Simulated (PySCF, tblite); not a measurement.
# C6H8N2O2Si: geometry, infrared bands and NMR shifts

Wanted: the infrared bands and NMR shifts of C6H8N2O2Si (`COC(=O)c1ccc([SiH3])nn1`), by calculation.

The runs use tblite 0.8.0 and PySCF 2.14.0, with density-fitted response routines of our own; the level of theory stands in each step. All values are computed, except where a source is named. Atoms are numbered from 0 throughout.

## (1) The starting structure

19 atoms, charge 0, multiplicity 1; geometry from: force field or distance geometry start.

Bonds of the start (Å): C0–O1 1.42, O1–C2 1.42, C2–O3 1.25, C2–C4 1.45, C4–C5 1.37, C5–C6 1.39, C6–C7 1.40, C7–Si8 1.85, C7–N9 1.35, N9–N10 1.33, N10–C4 1.37, C0–H11 1.12, C0–H12 1.10, C0–H13 1.10, C5–H14 1.07, C6–H15 1.08, Si8–H16 1.46, Si8–H17 1.45, Si8–H18 1.47.

## (2) Relaxing the molecule with GFN2-xTB

The job: settings as JSON, then the geometry in Å.

```
{"job": {"kind": "relax", "xc": "GFN2-xTB", "basis": "xTB"}, "charge": 0, "multiplicity": 1}
C     -4.163700    -0.120200    -0.773200
O     -2.808700     0.289500    -0.673500
C     -1.874700    -0.676600    -0.211000
O     -2.251100    -1.838900     0.074600
C     -0.492200    -0.251800    -0.100500
C      0.505500    -1.098600     0.319000
C      1.834100    -0.711300     0.424500
C      2.111500     0.615100     0.072600
Si     3.839100     1.267400     0.160000
N      1.113500     1.426900    -0.345200
N     -0.153900     1.028200    -0.444200
H     -4.731100     0.127000     0.155900
H     -4.644000     0.379200    -1.633900
H     -4.202400    -1.212100    -0.889800
H      0.275800    -2.106900     0.596300
H      2.615000    -1.367600     0.773900
H      3.928100     2.668700    -0.228800
H      4.424400     1.129700     1.484300
H      4.665100     0.461500    -0.753300
```

Started as:

```console
$ OMP_NUM_THREADS=1 python probes_run.py task.json out
```

The driver reads the jobs from task.json and runs them one after another.

Output:

```text
step      E/eV     max force
  0    -886.31447    4.020
  1    -886.62099    3.945
  2    -886.70828    1.249
  3    -886.73979    0.433
  4    -886.76367    0.337
  5    -886.78798    0.599
  6    -886.79944    0.329
  7    -886.80590    0.198
  8    -886.81241    0.249
  9    -886.82056    0.317
 10    -886.82840    0.243
 11    -886.83346    0.136
 12    -886.83580    0.090
 13    -886.83714    0.106
 14    -886.83837    0.101
 15    -886.83951    0.087
 16    -886.84058    0.088
 17    -886.84161    0.092
 18    -886.84260    0.085
 19    -886.84350    0.082
 20    -886.84433    0.074
 21    -886.84517    0.083
 22    -886.84599    0.079
 23    -886.84671    0.063
 24    -886.84731    0.050
 25    -886.84789    0.054
 26    -886.84858    0.076
 27    -886.84945    0.085
 28    -886.85054    0.094
 29    -886.85183    0.131
 30    -886.85326    0.133
 31    -886.85468    0.092
 32    -886.85583    0.072
 33    -886.85658    0.063
 34    -886.85702    0.047
 35    -886.85729    0.041
 36    -886.85752    0.035
 37    -886.85773    0.030
 38    -886.85789    0.026
 39    -886.85800    0.022
 40    -886.85807    0.015
 41    -886.85811    0.015
 42    -886.85815    0.013
 43    -886.85818    0.012
 44    -886.85821    0.010
```

Run time: 0.64 s. Hardware: 1 thread of Arm Neoverse N1, shared host.

Along the way: (not every step is listed)

| step | energy from step 0 (eV) | largest force (eV/Å) |
| --- | --- | --- |
| 0 | 0.0000 | 4.0199 |
| 1 | -0.3065 | 3.9451 |
| 2 | -0.3938 | 1.2495 |
| 3 | -0.4253 | 0.4326 |
| 4 | -0.4492 | 0.3366 |
| 5 | -0.4735 | 0.5993 |
| 6 | -0.4850 | 0.3291 |
| 7 | -0.4914 | 0.1977 |
| 8 | -0.4979 | 0.2493 |
| 11 | -0.5190 | 0.1360 |
| 14 | -0.5239 | 0.1010 |
| 17 | -0.5271 | 0.0921 |
| 20 | -0.5299 | 0.0738 |
| 23 | -0.5322 | 0.0626 |
| 26 | -0.5341 | 0.0764 |
| 29 | -0.5374 | 0.1305 |
| 32 | -0.5414 | 0.0717 |
| 35 | -0.5428 | 0.0405 |
| 38 | -0.5434 | 0.0257 |
| 39 | -0.5435 | 0.0216 |
| 40 | -0.5436 | 0.0154 |
| 41 | -0.5436 | 0.0153 |
| 42 | -0.5437 | 0.0132 |
| 43 | -0.5437 | 0.0122 |
| 44 | -0.5437 | 0.0101 |

Close pairs (by a distance rule), those that changed most:

| bond | before (Å) | after (Å) | change (Å) |
| --- | --- | --- | --- |
| O1–C2 | 1.421 | 1.326 | -0.095 |
| C2–O3 | 1.255 | 1.208 | -0.047 |
| C7–Si8 | 1.849 | 1.895 | +0.046 |
| C2–C4 | 1.451 | 1.494 | +0.044 |
| C4–N10 | 1.368 | 1.325 | -0.043 |
| N9–N10 | 1.332 | 1.294 | -0.038 |
| C4–C5 | 1.374 | 1.400 | +0.026 |
| C0–H11 | 1.116 | 1.092 | -0.024 |

The next job starts from the end point, and lists it.

## (3) Vibrational analysis with GFN2-xTB

The job: settings as JSON, then the geometry in Å.

```
{"job": {"kind": "ir", "xc": "GFN2-xTB", "basis": "xTB"}, "charge": 0, "multiplicity": 1}
C     -4.050207    -0.058134    -0.777028
O     -2.666923     0.233398    -0.641147
C     -1.884550    -0.730971    -0.177157
O     -2.259005    -1.838374     0.127190
C     -0.456607    -0.301726    -0.077365
C      0.504503    -1.219002     0.365398
C      1.803574    -0.767680     0.435812
C      2.059037     0.557792     0.064067
Si     3.784666     1.340218     0.105325
N      1.076260     1.355260    -0.341316
N     -0.147947     0.942489    -0.411696
H     -4.575570     0.225065     0.137650
H     -4.413679     0.534694    -1.613779
H     -4.197619    -1.124489    -0.961884
H      0.207177    -2.222153     0.631451
H      2.609226    -1.406465     0.767182
H      3.669604     2.732491    -0.298528
H      4.290356     1.191925     1.473738
H      4.637900     0.564913    -0.800212
```

Output:

```text
mode    cm-1     km/mol
  1      14.8      9.58
  2      35.5      0.16
  3      36.2      0.40
  4      57.5      0.35
  5      99.3      1.90
  6     139.5      0.63
  7     186.9      3.38
  8     238.7      3.41
  9     287.2     10.12
 10     290.9      0.07
 11     311.9     17.34
 12     388.9     19.45
 13     451.8      8.78
 14     503.1      5.96
 15     536.7     47.22
 16     560.2     59.05
 17     621.6      0.66
 18     682.1     32.90
 19     730.4      9.06
 20     754.2      8.40
 21     755.6    140.51
 22     766.6    383.92
 23     788.3    334.95
 24     833.1      0.05
 25     848.6     10.25
 26     933.7      0.18
 27     999.0     12.20
 28    1047.7      6.64
 29    1115.7     34.32
 30    1120.8      2.95
 31    1132.2     85.61
 32    1161.6     26.13
 33    1171.9     41.92
 34    1196.5     40.68
 35    1255.2    252.92
 36    1337.7      7.06
 37    1381.6     10.54
 38    1394.0     25.31
 39    1442.7      9.71
 40    1459.4      7.32
 41    1506.3      2.12
 42    1531.2     13.34
 43    1741.8    377.67
 44    2242.9    369.22
 45    2249.6    176.12
 46    2353.2    238.66
 47    2976.3     14.34
 48    2984.5     13.96
 49    3031.5      7.57
 50    3068.0     24.68
 51    3087.1     13.19
```

Wall time 1.4 s (1 thread of Arm Neoverse N1, shared host).

Which atoms move in the most intense modes:

| cm⁻¹ | km/mol | atoms |
| --- | --- | --- |
| 756 | 140.5 | H16 52 %, H17 22 %, H18 16 % |
| 767 | 383.9 | H18 33 %, H17 28 %, H16 25 % |
| 788 | 334.9 | H17 44 %, H18 44 % |
| 1255 | 252.9 | C2 36 %, C4 25 % |
| 1742 | 377.7 | C2 63 %, O3 35 % |
| 2243 | 369.2 | H17 71 %, H18 25 % |
| 2250 | 176.1 | H18 72 %, H17 26 % |
| 2353 | 238.7 | H16 97 % |

## (4) NMR shieldings: PBE0/pcSseg-1

Same as in step 3 but for these lines:

```diff
@@ -1,2 +1,2 @@
-{"job": {"kind": "ir", "xc": "GFN2-xTB", "basis": "xTB"}, "charge": 0, "multiplicity": 1}
+{"job": {"kind": "nmr", "xc": "PBE0", "basis": "pcSseg-1"}, "charge": 0, "multiplicity": 1}
 C     -4.050207    -0.058134    -0.777028
```

Level: GIAO PBE0/pcSseg-1 NMR shielding, non-relativistic, gas phase.

Output:

```text
coarse grid: 17400 points
cycle   1  E = -781.8756963000  dE =  2.016e+00  |g| = 8.910e-01  |ddm| = 4.339e+00
cycle   2  E = -781.5448095230  dE =  3.309e-01  |g| = 1.605e+00  |ddm| = 2.414e+00
cycle   3  E = -782.0086664591  dE = -4.639e-01  |g| = 2.837e-01  |ddm| = 1.758e+00
cycle   4  E = -782.0219877555  dE = -1.332e-02  |g| = 1.196e-01  |ddm| = 3.131e-01
cycle   5  E = -782.0244124182  dE = -2.425e-03  |g| = 2.111e-02  |ddm| = 7.687e-02
cycle   6  E = -782.0244688452  dE = -5.643e-05  |g| = 1.367e-02  |ddm| = 2.956e-02
cycle   7  E = -782.0245132730  dE = -4.443e-05  |g| = 2.520e-03  |ddm| = 1.617e-02
cycle   8  E = -782.0245146962  dE = -1.423e-06  |g| = 7.387e-04  |ddm| = 3.302e-03
final grid: 166552 points
cycle   9  E = -782.1064402643  dE = -2.831e-05  |g| = 1.270e-02  |ddm| = 4.419e-02
cycle  10  E = -782.1064023661  dE =  3.790e-05  |g| = 1.923e-02  |ddm| = 2.708e-02
cycle  11  E = -782.1064694065  dE = -6.704e-05  |g| = 2.737e-03  |ddm| = 1.729e-02
cycle  12  E = -782.1064708116  dE = -1.405e-06  |g| = 6.001e-04  |ddm| = 2.379e-03
cycle  13  E = -782.1064708773  dE = -6.573e-08  |g| = 1.499e-04  |ddm| = 5.965e-04
cycle  14  E = -782.1064708819  dE = -4.644e-09  |g| = 4.381e-05  |ddm| = 1.600e-04
cycle  15  E = -782.1064708823  dE = -3.647e-10  |g| = 1.440e-05  |ddm| = 4.885e-05
converged SCF energy = -782.1064708823

GIAO shielding tensors (ppm)
atom      isotropic    diamagn.    paramagn.     s11        s22        s33       span
  0 C      133.926     239.410    -105.484    100.289    121.213    180.276     79.987
  1 O      150.173     401.426    -251.253    -36.539    221.063    265.995    302.535
  2 C       14.480     251.100    -236.620    -84.385     58.103     69.723    154.108
  3 O      -78.266     403.612    -481.878   -346.292   -229.062    340.555    686.847
  4 C       32.702     255.624    -222.922    -97.674     50.637    145.143    242.817
  5 C       56.185     254.716    -198.531    -61.056     39.392    190.219    251.275
  6 C       50.356     257.932    -207.576    -76.303     47.397    179.974    256.277
  7 C       17.457     253.268    -235.811   -101.945     -2.711    157.028    258.974
  8 Si     418.739     880.124    -461.385    372.256    426.608    457.353     85.097
  9 N     -220.546     326.325    -546.871   -687.004   -220.853    246.220    933.223
 10 N     -213.620     326.935    -540.555   -699.587   -189.607    248.333    947.921
 11 H       27.814      26.176       1.638     23.811     25.404     34.227     10.415
 12 H       27.624      26.294       1.330     23.412     26.224     33.236      9.825
 13 H       26.393      26.098       0.295     22.360     25.971     30.847      8.487
 14 H       23.334      33.642     -10.309     18.917     22.161     28.923     10.006
 15 H       23.822      32.632      -8.810     20.109     21.748     29.609      9.500
 16 H       26.780      27.753      -0.973     23.121     25.365     31.854      8.733
 17 H       26.960      28.018      -1.058     23.702     25.895     31.283      7.581
 18 H       26.953      27.915      -0.962     23.778     25.787     31.292      7.515
```

It took 1.7 min on 1 thread of Arm Neoverse N1, shared host; peak memory 1.1 GiB.

Shifts follow as δ = σ(reference) − σ, with reference shieldings (ppm) from runs at the same level and on the same kind of geometry: ¹H TMS 31.72, ¹³C TMS 186.9, ²⁹Si TMS 349.2, ¹⁵N NH3 267.7, ¹⁷O H2O 336.1. The references are single molecules in the gas phase, so shifts against H2O, NH3, PH3, H3PO4 or CFCl3 are not on the usual liquid scales and can be off by tens of ppm. Atoms listed in one row are averaged.

| atoms | environment | σ (ppm) | δ (ppm) | δ scaled to CDCl3 |
| --- | --- | --- | --- | --- |
| C2 | ester carbonyl carbon | 14.5 | 172.4 | 166.4 |
| C7 | substituted aromatic carbon next to a ring nitrogen | 17.5 | 169.5 | 163.5 |
| C4 | substituted aromatic carbon next to a ring nitrogen | 32.7 | 154.2 | 148.6 |
| C6 | aromatic CH | 50.4 | 136.6 | 131.4 |
| C5 | aromatic CH | 56.2 | 130.7 | 125.7 |
| C0 | methyl carbon bonded to O | 133.9 | 53.0 | 49.8 |
| H14 | hydrogen on an aromatic CH | 23.33 | 8.38 | 8.01 |
| H15 | hydrogen on an aromatic CH | 23.82 | 7.89 | 7.55 |
| H16, H17, H18 | hydrogen on a silicon bonded to C | 26.90 | 4.82 | – |
| H11, H12, H13 | hydrogen on a methyl carbon bonded to O | 27.28 | 4.44 | 4.29 |
| O3 | ester carbonyl oxygen | -78.3 | 414.3 | – |
| O1 | ester alkoxy oxygen | 150.2 | 185.9 | – |
| Si8 | silicon bonded to C, 3 H | 418.7 | -69.6 | – |
| N9 | pyridine-type ring nitrogen | -220.5 | 488.3 | – |
| N10 | pyridine-type ring nitrogen | -213.6 | 481.3 | – |

The scaled column applies a straight-line fit of computed shieldings to shifts measured in CDCl3 (root-mean-square error 0.16 ppm for H, 1.9 ppm for C).

The run also stored atomic charges by several schemes (e):

| atoms | Mulliken | IAO | Hirshfeld | ESP fit |
| --- | --- | --- | --- | --- |
| C0 | -0.04 | -0.22 | -0.03 | -0.10 |
| O1 | -0.44 | -0.30 | -0.09 | -0.36 |
| C2 | 0.61 | 0.51 | 0.20 | 0.54 |
| O3 | -0.42 | -0.47 | -0.25 | -0.53 |
| C4 | -0.06 | 0.06 | 0.04 | 0.55 |
| C5 | 0.04 | -0.13 | -0.02 | -0.33 |
| C6 | -0.07 | -0.14 | -0.03 | -0.18 |
| C7 | -0.10 | -0.15 | -0.03 | 0.32 |
| Si8 | 0.54 | 0.62 | 0.32 | 0.37 |
| N9 | -0.23 | -0.15 | -0.10 | -0.31 |
| N10 | -0.21 | -0.13 | -0.09 | -0.37 |

Mayer bond orders: C0–O1 0.87, O1–C2 1.15, C2–O3 1.92, C2–C4 0.94, C4–C5 1.27, C5–C6 1.48, C6–C7 1.29, C7–Si8 0.85, C7–N9 1.43, N9–N10 1.36, N10–C4 1.50.

Ring of atoms C4, C5, C6, C7, N9, N10: NICS(0) -5.1, NICS(1) -11.4, NICS(1)zz -27.3 ppm (means of both faces).

Orbitals, density, ELF and potential are computed afterwards from the orbital file.

Frontier orbitals at PBE0/pcSseg-1, with the share of their density that lies nearest to each atom:

| orbital | energy (eV) | lies on |
| --- | --- | --- |
| HOMO | -6.81 | N9, N10 about 38 % each; C4, C7 about 7 % each |
| LUMO | -2.12 | C4, C7 about 19 % each; N10 12 %; C2 12 % |

ELF in a plane through or near 14 of the atoms.

Values, 10 rows by 14 columns:
```
0.00 0.00 0.00 0.00 0.00 0.00 0.00 0.00 0.00 0.00 0.00 0.00 0.00 0.00
0.00 0.00 0.00 0.00 0.00 0.00 0.00 0.02 0.00 0.00 0.00 0.00 0.00 0.00
0.00 0.00 0.00 0.00 0.80 0.19 0.39 0.99 0.02 0.35 0.07 0.00 0.00 0.00
0.00 0.00 0.00 0.00 0.99 0.87 0.59 0.96 0.28 0.72 0.77 0.00 0.00 0.00
0.00 0.01 0.15 0.15 0.10 0.40 0.56 0.83 0.73 0.59 0.08 0.96 0.16 0.00
0.00 0.02 0.41 0.49 0.96 0.26 0.15 0.87 0.45 0.80 0.67 0.67 0.05 0.00
0.00 0.01 0.31 0.22 0.37 0.75 0.69 0.71 0.06 0.91 0.33 0.87 0.09 0.00
0.00 0.00 0.96 1.00 0.31 0.89 0.41 0.59 0.02 0.12 0.02 0.84 0.05 0.00
0.00 0.00 0.41 0.96 0.16 0.01 0.01 0.00 0.00 0.00 0.00 0.00 0.00 0.00
0.00 0.00 0.00 0.00 0.00 0.00 0.00 0.00 0.00 0.00 0.00 0.00 0.00 0.00
```
The map spans 14.4 Å across and 9.9 Å up, centred on the molecule. Atoms in the plane (x, y in Å): C0 (4.1, -0.6), O1 (2.6, -0.7), C2 (2.0, 0.4), O3 (2.5, 1.5), C4 (0.5, 0.2), C5 (-0.3, 1.4), C6 (-1.7, 1.1), C7 (-2.1, -0.2), Si8 (-4.0, -0.7), N9 (-1.3, -1.2), N10 (0.0, -1.0), H14 (0.1, 2.3), H15 (-2.4, 1.9), H16 (-4.0, -2.2).

log10 of the density (e/Å³) in the same plane.

Values, 10 rows by 14 columns:
```
-4.0 -4.0 -4.0 -4.0 -4.0 -4.0 -4.0 -4.0 -4.0 -4.0 -4.0 -4.0 -4.0 -4.0
-4.0 -4.0 -4.0 -4.0 -3.6 -3.5 -3.0 -2.7 -3.5 -3.8 -4.0 -4.0 -4.0 -4.0
-4.0 -4.0 -4.0 -3.2 -1.8 -1.6 -1.3 -0.7 -1.8 -1.4 -2.0 -4.0 -4.0 -4.0
-4.0 -3.8 -2.9 -2.4 -0.6  0.0 -0.1  0.1 -0.8  0.7 -0.5 -2.5 -3.5 -4.0
-4.0 -2.7 -1.5 -1.2 -0.9  0.4  0.0  0.3  0.1  0.3 -0.8 -0.7 -2.1 -3.8
-3.8 -2.3 -0.7  0.7  0.0  0.6 -0.4  0.4 -0.3  0.6  0.0  0.0 -1.7 -3.5
-3.9 -2.5 -0.9  0.2 -0.6  0.2  0.4  0.6 -1.0  0.2 -0.3 -0.1 -1.7 -3.5
-4.0 -2.9 -1.2  0.2 -1.2 -0.9 -0.9 -1.1 -2.0 -1.8 -1.8 -1.3 -2.4 -4.0
-4.0 -3.6 -2.2 -1.7 -2.3 -2.6 -2.7 -3.1 -4.0 -4.0 -3.5 -3.2 -3.9 -4.0
-4.0 -4.0 -3.6 -3.3 -3.7 -4.0 -4.0 -4.0 -4.0 -4.0 -4.0 -4.0 -4.0 -4.0
```
The map spans 14.4 Å across and 9.9 Å up, centred on the molecule. Atoms in the plane (x, y in Å): C0 (4.1, -0.6), O1 (2.6, -0.7), C2 (2.0, 0.4), O3 (2.5, 1.5), C4 (0.5, 0.2), C5 (-0.3, 1.4), C6 (-1.7, 1.1), C7 (-2.1, -0.2), Si8 (-4.0, -0.7), N9 (-1.3, -1.2), N10 (0.0, -1.0), H14 (0.1, 2.3), H15 (-2.4, 1.9), H16 (-4.0, -2.2).

On the surface of density 0.002 e/bohr³ the electrostatic potential runs, from the 1st to the 99th percentile, from -1.92 V near N10 to 1.44 V near H15.

## (5) Summary of results

| quantity | value |
| --- | --- |
| strongest single infrared mode (GFN2-xTB) | 767 cm⁻¹, 384 km/mol |
| zero-point energy (GFN2-xTB) | 79.8 kcal/mol |
| ¹³C shifts against TMS (PBE0/pcSseg-1) | 172.4, 169.5, 154.2, 136.6, 130.7, 53.0 ppm |
| ¹H shifts against TMS (PBE0/pcSseg-1, means over atoms taken as alike) | 8.38, 7.89, 4.82, 4.44 ppm |
| ¹⁷O shifts against H2O (PBE0/pcSseg-1) | 414.3, 185.9 ppm |
| ²⁹Si shifts against TMS (PBE0/pcSseg-1) | -69.6 ppm |
| ¹⁵N shifts against NH3 (PBE0/pcSseg-1) | 488.3, 481.3 ppm |
| surface potential, 1st and 99th percentile | -1.92 V and 1.44 V |

What this shows: Over 44 steps the energy fell by 0.544 eV; of the close pairs, O1–C2 changed most, 1.421 to 1.326 Å. No mode is imaginary among the 51: a minimum at this level. The strongest single mode, at 767 cm⁻¹, has its largest shares on H18, H17 and H16 (the list is cut at 3 atoms). Unscaled tight-binding wavenumbers are off by several per cent, some by more. Its intensities can rank the bands wrongly. C2 (ester carbonyl carbon) lies farthest downfield among carbon, at 172.4 ppm; it is a carbonyl in resonance with an O or N lone pair, the region of acids, esters and amides. NICS(1)zz of -27 ppm above the planar ring from C4 marks a diatropic (aromatic) ring current. At PBE0/pcSseg-1, counted by nearest atom on the grid, the HOMO lies on N9, N10 about 38 % each; C4, C7 about 7 % each, the LUMO on C4, C7 about 19 % each; N10 12 %.
